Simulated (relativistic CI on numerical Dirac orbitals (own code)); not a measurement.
**Cu³⁺: 1s photoemission with charge transfer**

Wanted: the shape of the 1s photoemission spectrum of Cu³⁺ in a cubic metal-ligand cluster, for 5 values of Veg.

Program: relativistic CI on numerical Dirac orbitals (own code) version 3. Level of theory: charge-transfer multiplet model of a cubic metal-ligand cluster with up to 3 ligand holes, Slater and spin-orbit integrals from Dirac-Coulomb-Breit ions, Slater integrals scaled by 0.9. These are calculated values, not measurements, unless marked.

### Step 1. The atom as given

| Item | Value |
| --- | --- |
| ion | Cu³⁺ (Cu IV) |
| nuclear charge | 29 |
| electrons | 26 |
| d electrons | 8 |
| ligand holes at most | 2 |
| parameters | in eV; Veg, Vt2g hoppings, tenDq and tenDqL metal and ligand splittings (negative tenDq: tetrahedral), red the scaling of hopping with a core hole |
| temperature | 300 K |
| widths | Lorentz 1.1 eV, Gauss 0.6 eV |

### Step 2. Veg = 3.2 eV

Settings of the run:

```ini
cluster ion=Cu3+ d8 ligand_holes=3 slater_scale=0.9
Delta=-0.3 Udd=7.9 Upd=10.3 tenDq=0.5 tenDqL=0.1 Veg=3.2 Vt2g=-1.71 red=0.9
spectrum xps 1s T=300 lorentz=1.1 gauss=0.6
```

The run is started by

```bash
> python run_levels.py task.json out
```

task.json lists these runs, among others, and the program works through them in turn.

### Step 3. Veg = 2.3 eV

Settings of the run:

```ini
cluster ion=Cu3+ d8 ligand_holes=3 slater_scale=0.9
Delta=-0.3 Udd=7.9 Upd=10.3 tenDq=0.5 tenDqL=0.1 Veg=2.3 Vt2g=-1.23 red=0.9
spectrum xps 1s T=300 lorentz=1.1 gauss=0.6
```

### Step 4. Veg = 2.6 eV

Settings of the run:

```ini
cluster ion=Cu3+ d8 ligand_holes=3 slater_scale=0.9
Delta=-0.3 Udd=7.9 Upd=10.3 tenDq=0.5 tenDqL=0.1 Veg=2.6 Vt2g=-1.39 red=0.9
spectrum xps 1s T=300 lorentz=1.1 gauss=0.6
```

### Step 5. Veg = 2.9 eV

Settings of the run:

```ini
cluster ion=Cu3+ d8 ligand_holes=3 slater_scale=0.9
Delta=-0.3 Udd=7.9 Upd=10.3 tenDq=0.5 tenDqL=0.1 Veg=2.9 Vt2g=-1.55 red=0.9
spectrum xps 1s T=300 lorentz=1.1 gauss=0.6
```

### Step 6. Veg = 3.5 eV

Settings of the run:

```ini
cluster ion=Cu3+ d8 ligand_holes=3 slater_scale=0.9
Delta=-0.3 Udd=7.9 Upd=10.3 tenDq=0.5 tenDqL=0.1 Veg=3.5 Vt2g=-1.87 red=0.9
spectrum xps 1s T=300 lorentz=1.1 gauss=0.6
```

(Steps that only read results are left out.)

Before running it: what results should come out? Wanted: d count; ground spin.

As calculated:

| run | d count | weight without ligand hole | ground S | up to four highest peaks (% of the highest), eV from the first main peak |
| --- | --- | --- | --- | --- |
| Veg = 3.2 eV | 8.57 | 0.48 | 1.00 | 0.0 (100), 7.6 (60), 16.3 (25) |
| Veg = 2.3 eV | 8.50 | 0.53 | 1.00 | 0.0 (100), 5.8 (91), 14.2 (61) |
| Veg = 2.6 eV | 8.53 | 0.51 | 1.00 | 0.0 (100), 6.4 (78), 14.8 (44) |
| Veg = 2.9 eV | 8.55 | 0.49 | 1.00 | 0.0 (100), 7.0 (68), 15.5 (33) |
| Veg = 3.5 eV | 8.59 | 0.46 | 1.00 | 0.0 (100), 8.1 (54), 17.1 (20) |

```
                           quantity         value
                            d count  8.50 to 8.59
ground spin (effective S from ⟨S²⟩)          1.00
```

From Veg = 2.3 eV to Veg = 3.5 eV the ground-state d count goes from 8.50 to 8.59. In the first run the ligand-hole configurations outweigh d8 itself: the bond is strongly covalent. The cluster parameters are drawn, not fitted to a compound.
